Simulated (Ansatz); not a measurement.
# FH₄NO₂Zr: a ladder of functionals and wavefunction methods

The task here is to estimate one member of a computed series from the others.

Method: functionals in def2-TZVPP, the program's frozen cores in correlated methods; program: Ansatz 0.2.0, Gaussian basis.

Plan: LDA (SPW92), PBE-D4, revPBE-D4, BLYP-D4, r2SCAN-D4, B97M-V, PBE0-D4, B3LYP-D4, r2SCANh-D4, r2SCAN0-D4, HSE06-D4, BHLYP-D4, CAM-B3LYP-D4, LC-ωPBE, ωB97X-V, ωB97M-V, B2PLYP, PBE-QIDH; CCSD(T)/def2-SVP; CCSD(T)/def2-TZVPP; MP2/def2-QZVPP; extrapolation to the limit; RPA on PBE.

**The relaxed structure**

The geometry comes from an earlier relaxation with PBE0-D4 in a triple-zeta def2 set; it is a stationary point, not always the lowest conformer. Zr takes the def2 core potential; no spin-orbit term is included.

SMILES `[NH2][Zr]([OH])([OH])[F]`, 9 atoms, charge 0, spin multiplicity 1.

Atoms are counted from 1 here; the program's logs count them from 0.

Bond lengths: N1–Zr2 2.034 Å, N1–H6 1.010 Å, N1–H7 1.010 Å, Zr2–O3 1.921 Å, Zr2–O4 1.921 Å, Zr2–F5 1.927 Å, O3–H8 0.952 Å, O4–H9 0.952 Å. Angles: Zr2–N1–H6 125.6°, Zr2–N1–H7 125.5°, H6–N1–H7 108.9°, N1–Zr2–O3 107.4°, N1–Zr2–O4 107.3°, N1–Zr2–F5 109.7°, O3–Zr2–O4 116.3°, O3–Zr2–F5 108.0°, O4–Zr2–F5 108.1°, Zr2–O3–H8 166.4°, Zr2–O4–H9 166.2°.

The first run:

in.yaml

```yaml
crystal:
  periodic: [false, false, false]
  atoms:
    - {symbol: N, position_ang: [0.519454, 1.345356, -0.861922]}
    - {symbol: Zr, position_ang: [0.198660, -0.295449, 0.296788]}
    - {symbol: O, position_ang: [-0.260443, -1.745998, -0.876341]}
    - {symbol: O, position_ang: [-1.115954, 0.183212, 1.613539]}
    - {symbol: F, position_ang: [1.824044, -0.766078, 1.217685]}
    - {symbol: H, position_ang: [0.823469, 1.334866, -1.825437]}
    - {symbol: H, position_ang: [0.384598, 2.304000, -0.572527]}
    - {symbol: H, position_ang: [-0.576213, -2.553307, -1.269765]}
    - {symbol: H, position_ang: [-1.797625, 0.193398, 2.277991]}
basis:
  gaussian: {orbitals: def2-TZVPP}
hamiltonian: {xc: lda}
output: {orbitals: {seedname: orbitals}}
```

Run with:

```bash
ansatz run in.yaml --threads 4 --pin off --events-out ev --progress --plain --max-ram 10444MiB
```

Among the steps run: LDA; PBE-D4 (GGA); revPBE-D4 (GGA); BLYP-D4 (GGA); r2SCAN-D4 (meta-GGA); B97M-V (meta-GGA); B3LYP-D4 (hybrid); r2SCANh-D4 (hybrid); r2SCAN0-D4 (hybrid); HSE06-D4 (hybrid); BHLYP-D4 (hybrid); CAM-B3LYP-D4 (range-separated); LC-ωPBE (range-separated); ωB97X-V (range-separated); ωB97M-V (range-separated); B2PLYP (double hybrid); PBE-QIDH (double hybrid).

One of the session's tables, all rows but one given; the rest of the session is left out.

It belongs to the step «Frontier levels by functional». 

| functional | HOMO (eV) | gap (eV) |
| --- | --- | --- |
| LDA (SPW92) | -6.05 | 4.98 |
| PBE-D4 | -5.84 | 4.97 |
| revPBE-D4 | ? | ? |
| BLYP-D4 | -5.73 | 4.81 |
| r2SCAN-D4 | -6.14 | 5.55 |
| B97M-V | -6.18 | 5.38 |
| PBE0-D4 | -7.27 | 7.04 |
| B3LYP-D4 | -7.03 | 6.49 |
| r2SCANh-D4 | -6.68 | 6.43 |
| r2SCAN0-D4 | -7.49 | 7.62 |
| HSE06-D4 | -6.86 | 6.31 |
| BHLYP-D4 | -8.61 | 8.78 |
| CAM-B3LYP-D4 | -8.71 | 9.03 |
| LC-ωPBE | -10.11 | 11.44 |
| ωB97X-V | -9.73 | 10.94 |
| ωB97M-V | -9.64 | 10.28 |

**Question.** Estimate the row for revPBE-D4.

As computed: HOMO (eV): -5.77; gap (eV): 4.92. In the column «HOMO (eV)» it lies between PBE-D4 (-5.84) and BLYP-D4 (-5.73).
